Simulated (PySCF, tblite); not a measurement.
**C6H6F2: geometry, infrared bands, NMR shifts, spin-spin couplings and electronic excitations**

Wanted: the infrared bands, NMR shifts, spin-spin couplings and electronic excitations of C6H6F2 (`C=C/C=C/C=C(F)F`), by calculation.

Programs: tblite 0.8.0 and PySCF 2.14.0, with density-fitted response routines of our own. Each step states its level of theory. These are calculated values for one molecule in the gas phase, unless marked as measured. Atoms are numbered from 0 throughout.

**1. Starting geometry**

14 atoms, charge 0, multiplicity 1; geometry from: force field or distance geometry start.

Bonds of the start (Å): C0–C1 1.32, C1–C2 1.45, C2–C3 1.32, C3–C4 1.48, C4–C5 1.34, C5–F6 1.36, C5–F7 1.35, C0–H8 1.09, C0–H9 1.08, C1–H10 1.08, C2–H11 1.11, C3–H12 1.08, C4–H13 1.07.

**2. Relaxing the molecule with GFN2-xTB**

The job: settings as JSON, then the geometry in Å.

```
{"job": {"kind": "relax", "xc": "GFN2-xTB", "basis": "xTB"}, "charge": 0, "multiplicity": 1}
C      1.083900     2.814200     0.104800
C      0.974700     1.519300    -0.120800
C     -0.027200     0.661200     0.483200
C     -0.035900    -0.622400     0.181700
C     -1.069500    -1.474800     0.803200
C     -1.015400    -2.773000     0.459000
F     -0.003700    -3.103400    -0.389300
F     -1.892000    -3.672400     0.946100
H      0.335900     3.243300     0.774300
H      1.852700     3.408000    -0.358200
H      1.711700     1.077600    -0.774300
H     -0.803800     1.065900     1.158100
H      0.710700    -1.055800    -0.471700
H     -1.822900    -1.088200     1.461900
```

Launch:

```
$ OMP_NUM_THREADS=1 python probes_run.py task.json out
```

This one command runs all jobs of the session in turn.

Standard output:

```text
step      E/eV     max force
  0    -687.79882    1.986
  1    -687.94832    1.712
  2    -688.07458    1.274
  3    -688.19204    0.759
  4    -688.21994    0.569
  5    -688.25252    0.441
  6    -688.26765    0.440
  7    -688.28327    0.397
  8    -688.29292    0.354
  9    -688.30049    0.234
 10    -688.30468    0.183
 11    -688.30745    0.168
 12    -688.31016    0.164
 13    -688.31360    0.162
 14    -688.31634    0.133
 15    -688.31793    0.080
 16    -688.31858    0.071
 17    -688.31896    0.063
 18    -688.31940    0.053
 19    -688.32002    0.073
 20    -688.32081    0.085
 21    -688.32166    0.095
 22    -688.32239    0.081
 23    -688.32296    0.055
 24    -688.32339    0.052
 25    -688.32371    0.045
 26    -688.32395    0.053
 27    -688.32417    0.047
 28    -688.32441    0.048
 29    -688.32462    0.044
 30    -688.32480    0.047
 31    -688.32501    0.051
 32    -688.32536    0.059
 33    -688.32595    0.074
 34    -688.32665    0.062
 35    -688.32709    0.038
 36    -688.32731    0.036
 37    -688.32746    0.032
 38    -688.32759    0.030
 39    -688.32769    0.023
 40    -688.32773    0.014
 41    -688.32774    0.007
```

Run time: 0.11 s. Hardware: 1 thread of AMD EPYC 9R45, shared host.

Relaxation path: (not every step is listed)

```tsv
step	energy from step 0 (eV)	largest force (eV/Å)
0	0.0000	1.9864
1	-0.1495	1.7123
2	-0.2758	1.2742
3	-0.3932	0.7585
4	-0.4211	0.5692
5	-0.4537	0.4409
6	-0.4688	0.4398
7	-0.4845	0.3975
8	-0.4941	0.3537
10	-0.5059	0.1832
12	-0.5113	0.1639
14	-0.5175	0.1333
16	-0.5198	0.0715
18	-0.5206	0.0531
20	-0.5220	0.0853
22	-0.5236	0.0814
24	-0.5246	0.0521
26	-0.5251	0.0534
28	-0.5256	0.0478
30	-0.5260	0.0475
32	-0.5265	0.0593
34	-0.5278	0.0620
36	-0.5285	0.0365
37	-0.5286	0.0324
38	-0.5288	0.0297
39	-0.5289	0.0233
40	-0.5289	0.0136
41	-0.5289	0.0070
```

Distances of close pairs at the start and the end, largest changes first:

```tsv
bond	before (Å)	after (Å)	change (Å)
C3–C4	1.477	1.437	-0.040
C5–F6	1.361	1.329	-0.032
C2–C3	1.319	1.343	+0.025
C2–H11	1.106	1.082	-0.023
C5–F7	1.347	1.330	-0.017
C4–C5	1.344	1.328	-0.016
C0–H8	1.092	1.078	-0.014
C1–C2	1.451	1.438	-0.013
```

The end geometry stands in the next job.

**3. Infrared spectrum with GFN2-xTB**

The job: settings as JSON, then the geometry in Å.

```
{"job": {"kind": "ir", "xc": "GFN2-xTB", "basis": "xTB"}, "charge": 0, "multiplicity": 1}
C      1.045218     2.885053     0.145633
C      1.006820     1.580445    -0.118241
C      0.027137     0.686284     0.437322
C     -0.012853    -0.629931     0.171943
C     -0.996227    -1.515897     0.731426
C     -1.042762    -2.818786     0.476493
F     -0.208961    -3.486020    -0.314632
F     -1.942378    -3.656763     0.983031
H      0.327792     3.348240     0.802868
H      1.790038     3.531441    -0.284224
H      1.738900     1.138631    -0.781414
H     -0.707469     1.123203     1.101433
H      0.718029    -1.072972    -0.490967
H     -1.743961    -1.113401     1.397187
```

Standard output:

```text
mode    cm-1     km/mol
  1      67.5      0.46
  2      93.9      1.69
  3     135.0      0.02
  4     181.3      1.38
  5     220.0      0.74
  6     342.5      6.34
  7     343.1      3.82
  8     428.1      0.82
  9     493.6     19.97
 10     501.9      4.02
 11     574.6      4.63
 12     634.0      0.44
 13     802.0      0.01
 14     846.5      6.91
 15     885.5     19.05
 16     910.0    177.98
 17     951.5      5.12
 18     978.3      1.03
 19    1031.2     39.99
 20    1116.4     84.27
 21    1178.2     13.87
 22    1187.2    138.61
 23    1220.5     23.39
 24    1264.6     35.55
 25    1285.7      3.52
 26    1315.6     42.23
 27    1409.3      2.25
 28    1625.1      0.38
 29    1651.2     13.58
 30    1720.4    348.62
 31    3055.4      0.43
 32    3064.4     21.23
 33    3075.3     47.62
 34    3103.9     13.14
 35    3105.6     21.30
 36    3137.9     40.35
```

Run time: 0.2 s. Hardware: 1 thread of AMD EPYC 9R45, shared host.

Which atoms move in the most intense modes:

```tsv
cm⁻¹	km/mol	atoms
910	178.0	F6 35 %, C4 29 %, F7 14 %
1031	40.0	H10 36 %, H11 22 %, H8 17 %, H12 16 %
1116	84.3	H13 39 %, C5 21 %
1187	138.6	C5 31 %, C2 19 %, H10 16 %
1316	42.2	H10 23 %, H12 22 %, H13 12 %
1720	348.6	C5 53 %, C4 40 %
3075	47.6	H12 66 %, H11 14 %
3138	40.4	H9 71 %, H8 18 %
```

**4. Geometry optimisation at PBE0-D3(BJ)/def2-SVP**

The job: settings as JSON, then the geometry in Å.

```
{"job": {"xc": "PBE0", "basis": "def2-SVP", "d3": "d3bj", "grid": 1, "shake": 0.01, "kind": "geom"}, "charge": 0, "multiplicity": 1}
C      1.065630     2.859500     0.149810
C      1.001140     1.575920    -0.120400
C      0.006940     0.683960     0.428670
C      0.020380    -0.627670     0.168420
C     -0.999040    -1.522580     0.720870
C     -1.046670    -2.813970     0.474110
F     -0.199380    -3.488020    -0.314390
F     -1.926920    -3.651310     0.977980
H      0.325960     3.353650     0.822220
H      1.787340     3.529010    -0.274200
H      1.730040     1.135710    -0.772590
H     -0.701670     1.124120     1.108130
H      0.689750    -1.062760    -0.500560
H     -1.760650    -1.110640     1.404190
```

Standard output:

```text
step   0  E = -431.08688973  max force = 0.051077
step   1  E = -431.09281295  max force = 0.011225
step   2  E = -431.09271709  max force = 0.010712
step   3  E = -431.09383374  max force = 0.005474
step   4  E = -431.09377416  max force = 0.005704
step   5  E = -431.09402573  max force = 0.003587
step   6  E = -431.09406405  max force = 0.002376
step   7  E = -431.09412001  max force = 0.000709
step   8  E = -431.09411435  max force = 0.001798
step   9  E = -431.09413308  max force = 0.000976
step  10  E = -431.09413294  max force = 0.000560
step  11  E = -431.09413342  max force = 0.000209
optimisation converged
```

Wall time 46 s (1 thread of AMD EPYC 9R45, shared host); peak memory 0.56 GiB.

Along the way: (the energy doesn't fall at every step)

```tsv
step	energy from step 0 (eV)	largest force component (eV/Å)
0	0.0000	2.6265
1	-0.1612	0.5772
2	-0.1586	0.5508
3	-0.1890	0.2815
4	-0.1873	0.2933
5	-0.1942	0.1845
6	-0.1952	0.1222
7	-0.1967	0.0365
8	-0.1966	0.0925
9	-0.1971	0.0502
10	-0.1971	0.0288
11	-0.1971	0.0107
```

Distances of close pairs at the start and the end, largest changes first:

```tsv
bond	before (Å)	after (Å)	change (Å)
C3–H12	1.042	1.095	+0.054
C0–C1	1.313	1.342	+0.029
C5–F6	1.339	1.311	-0.028
C1–H10	1.073	1.097	+0.024
C3–C4	1.465	1.443	-0.022
C4–C5	1.316	1.337	+0.021
C2–H11	1.076	1.097	+0.021
C0–H8	1.115	1.094	-0.021
```

The next job starts from the end point, and lists it.

```tsv
at the end point	value
point group (found at 0.08 Å tolerance)	Cs
rotational constants (GHz, main isotopes)	8.675, 0.691, 0.640
dipole moment (D)	0.68
```

**5. NMR shieldings: PBE0/pcSseg-1**

The job: settings as JSON, then the geometry in Å.

```
{"job": {"kind": "nmr", "xc": "PBE0", "basis": "pcSseg-1"}, "charge": 0, "multiplicity": 1}
C      1.014919     2.927875     0.261978
C      0.956637     1.625426    -0.057714
C      0.014361     0.680788     0.501098
C     -0.027546    -0.625656     0.158684
C     -0.965826    -1.578990     0.698784
C     -0.995134    -2.865870     0.338684
F     -0.184227    -3.416979    -0.531611
F     -1.840877    -3.748523     0.803901
H      0.327257     3.364536     0.992793
H      1.747976     3.595670    -0.195673
H      1.662713     1.225337    -0.795674
H     -0.700132     1.064044     1.239831
H      0.689402    -0.999585    -0.580380
H     -1.706225    -1.264045     1.436891
```

Method: GIAO PBE0/pcSseg-1 NMR shielding, non-relativistic, gas phase.

Standard output:

```text
coarse grid: 12408 points
cycle   1  E = -431.1871868452  dE =  1.212e+00  |g| = 7.256e-01  |ddm| = 3.519e+00
cycle   2  E = -430.9933018992  dE =  1.939e-01  |g| = 1.180e+00  |ddm| = 1.293e+00
cycle   3  E = -431.2961535877  dE = -3.029e-01  |g| = 1.376e-01  |ddm| = 9.549e-01
cycle   4  E = -431.2998823407  dE = -3.729e-03  |g| = 7.388e-02  |ddm| = 2.081e-01
cycle   5  E = -431.3011146096  dE = -1.232e-03  |g| = 1.860e-02  |ddm| = 6.932e-02
cycle   6  E = -431.3011926445  dE = -7.803e-05  |g| = 5.058e-03  |ddm| = 1.733e-02
cycle   7  E = -431.3011984392  dE = -5.795e-06  |g| = 2.207e-03  |ddm| = 5.620e-03
final grid: 122688 points
cycle   8  E = -431.3610372578  dE = -3.538e-05  |g| = 5.972e-03  |ddm| = 3.364e-02
cycle   9  E = -431.3610348732  dE =  2.385e-06  |g| = 6.871e-03  |ddm| = 1.010e-02
cycle  10  E = -431.3610459920  dE = -1.112e-05  |g| = 1.360e-03  |ddm| = 5.806e-03
cycle  11  E = -431.3610464582  dE = -4.661e-07  |g| = 2.889e-04  |ddm| = 1.350e-03
cycle  12  E = -431.3610464754  dE = -1.723e-08  |g| = 1.214e-04  |ddm| = 3.100e-04
cycle  13  E = -431.3610464779  dE = -2.557e-09  |g| = 2.187e-05  |ddm| = 9.118e-05
cycle  14  E = -431.3610464781  dE = -1.144e-10  |g| = 7.228e-06  |ddm| = 2.634e-05
converged SCF energy = -431.3610464781

GIAO shielding tensors (ppm)
atom      isotropic    diamagn.    paramagn.     s11        s22        s33       span
  0 C       60.024     253.127    -193.103    -47.680     70.051    157.702    205.382
  1 C       39.055     254.245    -215.190    -75.586     45.155    147.596    223.182
  2 C       46.325     254.857    -208.532    -50.814     52.632    137.157    187.971
  3 C       54.251     255.423    -201.172    -46.427     54.409    154.772    201.199
  4 C       96.708     255.344    -158.637     37.297    105.171    147.656    110.359
  5 C       17.599     250.579    -232.981    -64.383     50.233     66.946    131.329
  6 F      258.242     475.844    -217.602    195.704    282.411    296.610    100.905
  7 F      259.706     469.238    -209.532    218.454    252.960    307.705     89.251
  8 H       25.838      30.123      -4.285     22.957     25.035     29.522      6.565
  9 H       25.894      27.828      -1.934     23.539     24.997     29.146      5.607
 10 H       24.807      31.684      -6.877     22.377     23.458     28.586      6.209
 11 H       25.131      33.532      -8.401     22.224     23.695     29.473      7.249
 12 H       25.051      33.661      -8.610     22.485     22.939     29.730      7.245
 13 H       26.349      30.166      -3.817     23.338     26.457     29.251      5.913
```

Run time: 13 s. Hardware: 1 thread of AMD EPYC 9R45, shared host; peak memory 0.76 GiB.

The references, computed at this level on geometries of the same kind, shield at (ppm): ¹H TMS 31.27, ¹³C TMS 184.4, ¹⁹F CFCl3 177.2. Their shielding less the atom's gives the shift. The references are single molecules in the gas phase, so shifts against H2O, NH3, PH3, H3PO4 or CFCl3 are not on the usual liquid scales and can be off by tens of ppm.

```tsv
atoms	environment	σ (ppm)	δ (ppm)	δ scaled to CDCl3
C5	fully substituted alkene carbon	17.6	166.8	161.5
C1	alkene CH	39.1	145.4	140.6
C2	alkene CH	46.3	138.1	133.6
C3	alkene CH	54.3	130.2	125.9
C0	terminal =CH2 carbon	60.0	124.4	120.3
C4	alkene CH	96.7	87.7	84.7
H10	hydrogen on an alkene CH	24.81	6.46	6.34
H12	hydrogen on an alkene CH	25.05	6.22	6.11
H11	hydrogen on an alkene CH	25.13	6.14	6.03
H8	hydrogen on a terminal =CH2 carbon	25.84	5.43	5.36
H9	hydrogen on a terminal =CH2 carbon	25.89	5.37	5.31
H13	hydrogen on an alkene CH	26.35	4.92	4.88
F6	vinylic fluorine	258.2	-81.0	–
F7	vinylic fluorine	259.7	-82.5	–
```

The scaled column applies a straight-line fit of computed shieldings to shifts measured in CDCl3, and one for carbons that bear F (root-mean-square error 0.21 ppm for H, 2.0 ppm for C).

The run also stored atomic charges by several schemes (e):

```tsv
atoms	Mulliken	IAO	Hirshfeld	ESP fit
C0	-0.16	-0.31	-0.10	-0.43
C1	-0.19	-0.13	-0.05	-0.12
C2	-0.11	-0.15	-0.05	-0.17
C3	-0.11	-0.14	-0.05	-0.05
C4	-0.30	-0.26	-0.10	-0.52
C5	0.61	0.56	0.18	0.53
F6	-0.23	-0.24	-0.05	-0.15
F7	-0.23	-0.23	-0.06	-0.17
```

Mayer bond orders: C0–C1 1.88, C1–C2 1.11, C2–C3 1.70, C3–C4 1.09, C4–C5 1.74, C5–F6 1.04, C5–F7 1.01.

Orbitals, density, ELF and potential are computed afterwards from the orbital file.

Frontier orbitals at PBE0/pcSseg-1, with the share of their density that lies nearest to each atom:

```tsv
orbital	energy (eV)	lies on
HOMO	-6.21	4 C atoms about 16 % each; C4 10 %; C1 6 %
LUMO	-1.39	4 C atoms about 17 % each; C1 8 %
```

ELF in a plane through or near 14 of the atoms.

Values, 10 rows by 14 columns:
```
0.00 0.00 0.00 0.00 0.00 0.00 0.00 0.00 0.00 0.00 0.00 0.00 0.00 0.00
0.00 0.00 0.00 0.00 0.00 0.00 0.00 0.00 0.00 0.00 0.00 0.00 0.00 0.00
0.00 0.00 0.00 0.00 0.25 0.98 0.05 0.56 0.36 0.18 0.43 0.11 0.00 0.00
0.00 0.00 0.52 0.41 0.38 1.00 0.20 0.99 0.92 0.54 0.25 0.58 0.00 0.00
0.00 0.00 0.99 0.99 0.63 0.28 0.35 0.57 0.60 0.21 0.69 0.06 0.06 0.00
0.00 0.00 0.60 0.70 0.37 0.54 0.37 0.83 0.91 0.64 0.29 0.75 0.36 0.00
0.00 0.00 0.03 0.98 0.93 0.04 0.99 0.22 0.71 0.81 0.14 0.86 0.14 0.00
0.00 0.00 0.01 0.98 0.86 0.03 1.00 0.22 0.96 0.99 0.01 0.17 0.00 0.00
0.00 0.00 0.00 0.01 0.00 0.00 0.13 0.00 0.08 0.27 0.00 0.00 0.00 0.00
0.00 0.00 0.00 0.00 0.00 0.00 0.00 0.00 0.00 0.00 0.00 0.00 0.00 0.00
```
The map spans 13.5 Å across and 8.3 Å up, centred on the molecule. Atoms in the plane (x, y in Å): C0 (-3.1, -0.1), C1 (-1.9, 0.4), C2 (-0.6, -0.3), C3 (0.6, 0.3), C4 (1.8, -0.5), C5 (3.0, 0.1), F6 (3.2, 1.4), F7 (4.2, -0.5), H8 (-3.2, -1.2), H9 (-4.0, 0.5), H10 (-1.8, 1.5), H11 (-0.7, -1.4), H12 (0.7, 1.4), H13 (1.8, -1.6).

log10 of the density (e/Å³) in the same plane.

Ten even steps from ' ' (-4.0) to '@' (2.5):
```
                                                        
                                                        
                  ........    ..      ......            
              ..::::::::::..::::::..::------::          
          ....::----==----::------::--==++==--::        
        ..::::::====++==----======--==******==--        
      ..--------==++**++====++**++==++**%%##==--..      
    ..::====++==++****++==++****++==++**##**==--..      
    ..::==++**++****##**++++****++++++****++====::..    
    ..::==++********%%********%%********##****++--::    
    ..::==++**##********##********##******####**==::    
    ..::--==++****++++******++++**%%******##@@**==::    
      ..--==++**++====++****++==++****++++****++==::    
      ..::--++++++====++**++====++**++======++==--..    
        ..--======----==++==----==++++==--------..      
        ..::::--::::::------------====--::......        
            ..........::::::..::::::::::..              
                      ......    ......                  
                                                        
                                                        
```
The map spans 13.5 Å across and 8.3 Å up, centred on the molecule. Atoms in the plane (x, y in Å): C0 (-3.1, -0.1), C1 (-1.9, 0.4), C2 (-0.6, -0.3), C3 (0.6, 0.3), C4 (1.8, -0.5), C5 (3.0, 0.1), F6 (3.2, 1.4), F7 (4.2, -0.5), H8 (-3.2, -1.2), H9 (-4.0, 0.5), H10 (-1.8, 1.5), H11 (-0.7, -1.4), H12 (0.7, 1.4), H13 (1.8, -1.6).

On the surface of density 0.002 e/bohr³ the electrostatic potential runs, from the 1st to the 99th percentile, from -0.65 V near C0 to 1.08 V near H13.

(Part 1 of 2 ends here.)
